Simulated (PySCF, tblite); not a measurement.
# C7H13OPSi: geometry, infrared bands and NMR shifts

Aim: predict the infrared bands and NMR shifts of C7H13OPSi (`C=CO/C=C\C(=C)[Si@H](C)P`).

The runs use tblite 0.8.0 and PySCF 2.14.0, with density-fitted response routines of our own; the level of theory stands in each step. All values are computed, except where a source is named. Atoms are numbered from 0 throughout.

**1. Starting geometry**

23 atoms, charge 0, multiplicity 1; geometry from: force field or distance geometry start.

Bonds of the start (Å): C0–C1 1.34, C1–O2 1.38, O2–C3 1.38, C3–C4 1.32, C4–C5 1.44, C5–C6 1.32, C5–Si7 1.85, Si7–C8 1.89, Si7–P9 2.21, C0–H10 1.08, C0–H11 1.07, C1–H12 1.07, C3–H13 1.09, C4–H14 1.08, C6–H15 1.09, C6–H16 1.08, Si7–H17 1.45, C8–H18 1.09, C8–H19 1.13, C8–H20 1.12, P9–H21 1.46, P9–H22 1.45.

**2. Geometry optimisation with GFN2-xTB**

Job settings and geometry (Å):

```
{"job": {"kind": "relax", "xc": "GFN2-xTB", "basis": "xTB"}, "charge": 0, "multiplicity": 1}
C      3.388900     0.680300     1.266800
C      2.649600     0.032500     0.353700
O      1.509600    -0.671800     0.697500
C      1.130500    -1.875400     0.139600
C     -0.103600    -2.048700    -0.297400
C     -1.136500    -1.045300    -0.284200
C     -2.320000    -1.353800    -0.776300
Si    -0.915300     0.660600     0.388800
C     -2.646400     1.354500     0.670600
P     -0.026200     2.014300    -1.118700
H      3.018900     0.643300     2.281100
H      4.269200     1.207900     0.959600
H      3.005100     0.063700    -0.651100
H      1.891900    -2.657800     0.115200
H     -0.356000    -3.012100    -0.725900
H     -2.420800    -2.371900    -1.149300
H     -3.147700    -0.655900    -0.788900
H     -0.180900     0.644800     1.644200
H     -3.343600     0.622200     1.069700
H     -2.505700     2.225900     1.375800
H     -2.948100     1.800000    -0.315800
H     -0.179300     1.447300    -2.451300
H      1.361600     2.322200    -0.847700
```

Command:

```bash
$ OMP_NUM_THREADS=1 python probes_run.py task.json out
```

This one command runs all jobs of the session in turn.

**Question.** This job is followed by: GFN2-xTB harmonic vibrations, gas phase; GIAO PBE0/pcSseg-1 NMR shielding, non-relativistic, gas phase. Predict these results of the whole session: strongest single infrared mode (GFN2-xTB); zero-point energy (GFN2-xTB); ¹³C shifts against TMS (PBE0/pcSseg-1); ¹H shifts against TMS (PBE0/pcSseg-1, means over atoms taken as alike); ¹⁷O shifts against H2O (PBE0/pcSseg-1); ²⁹Si shifts against TMS (PBE0/pcSseg-1); ³¹P shifts against H3PO4 (PBE0/pcSseg-1); surface potential, 1st and 99th percentile.

As calculated:

| quantity | value |
| --- | --- |
| strongest single infrared mode (GFN2-xTB) | 1186 cm⁻¹, 288 km/mol |
| zero-point energy (GFN2-xTB) | 108.6 kcal/mol |
| ¹³C shifts against TMS (PBE0/pcSseg-1) | 156.2, 149.4, 148.9, 133.4, 119.5, 98.4, 0.2 ppm |
| ¹H shifts against TMS (PBE0/pcSseg-1, means over atoms taken as alike) | 6.54, 6.17, 5.93, 5.51, 5.49, 5.45, 5.00, 4.57, 1.39, 0.32 ppm |
| ¹⁷O shifts against H2O (PBE0/pcSseg-1) | 203.5 ppm |
| ²⁹Si shifts against TMS (PBE0/pcSseg-1) | -28.0 ppm |
| ³¹P shifts against H3PO4 (PBE0/pcSseg-1) | -277.6 ppm |
| surface potential, 1st and 99th percentile | -1.16 V and 1.40 V |

What this shows: Over 131 steps the energy fell by 1.290 eV; of the close pairs, P9–H21 changed most, 1.456 to 1.383 Å. No mode is imaginary among the 63: a minimum at this level. The strongest single mode, at 1186 cm⁻¹, moves mainly O2 and C1. GFN2-xTB is a fitted tight-binding method: band positions and strengths are rough. Its intensities can rank the bands wrongly. At PBE0/pcSseg-1: The largest span, 248 ppm, is at C5, where the paramagnetic term is -226 ppm. By nearest atom (PBE0/pcSseg-1), the HOMO sits on C4, C6 about 17 % each; O2 15 % and the LUMO on C6 24 %; C3, C5 about 18 % each.
